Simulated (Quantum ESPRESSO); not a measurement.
Si: phonons with LDA

Crystal: Si.

```xyz
2
Lattice="0.0000 2.7019 2.7019 2.7019 0.0000 2.7019 2.7019 2.7019 0.0000" Properties=species:S:1:pos:R:3 pbc="T T T"
Si    0.0000    0.0000    0.0000
Si    1.3510    1.3510    1.3510
```

```yaml
Program: Quantum ESPRESSO 7.5
Task: phonons
Functional: LDA
Potentials_or_basis: PseudoDojo 0.4.1 SR LDA standard
Cutoff: 435 eV
Density_cutoff: 1742 eV
k_mesh: 10 × 10 × 10, shifted
Occupations: fermi-dirac, width 0.01 eV
Spin: no spin polarisation
Form_of_the_LDA_correlation: PW92
Mixing_beta: 0.5
Most_SCF_iterations: 120
SCF_threshold: 4e-10 Ry
```

The pressure after relaxing is -0.5 GPa. The electronic dielectric tensor (diagonal) is 13.21 and the born charges (mean of the diagonal) is Si +0.00 e. The highest phonon frequency at Γ is 511 cm⁻¹. The static dielectric tensor (diagonal) is 13.21.

Levels at points of the mesh, in eV from the valence-band top:
| k point | band 1 | band 2 | band 3 | band 4 | band 5 | band 6 | band 7 | band 8 | band 9 |
| --- | --- | --- | --- | --- | --- | --- | --- | --- | --- |
| (0.05, 0.05, 0.05) | -11.97 | -0.31 | 0.00 | 0.00 | 2.66 | 2.68 | 2.68 | 3.64 | 7.71 |

Phonon frequencies in cm⁻¹ (negative: imaginary):
```csv
q point,frequencies
"(0.000, 0.000, 0.000)",0 0 0 511 511 511
```

Electronic dielectric tensor:
```
13.21  0.00  0.00
 0.00 13.21  0.00
 0.00  0.00 13.21
```

Born effective charge tensors (e):
atom 1, Si
```
0.00 0.00 0.00
0.00 0.00 0.00
0.00 0.00 0.00
```
atom 2, Si
```
0.00 0.00 0.00
0.00 0.00 0.00
0.00 0.00 0.00
```

Optical modes at Γ, degenerate ones joined, polar ones without the macroscopic field:
```tsv
cm⁻¹	components	symmetry	active in	IR intensity, summed ((D/Å)²/amu)
511	3	T2g	Raman	0.00
```

Static dielectric tensor, electrons and zone-centre modes:
```
13.21  0.00  0.00
 0.00 13.21  0.00
 0.00  0.00 13.21
```

Wall time 4.7 min on 1 thread of Arm Neoverse N1, with other jobs on the host, peak memory 0.05 GiB.
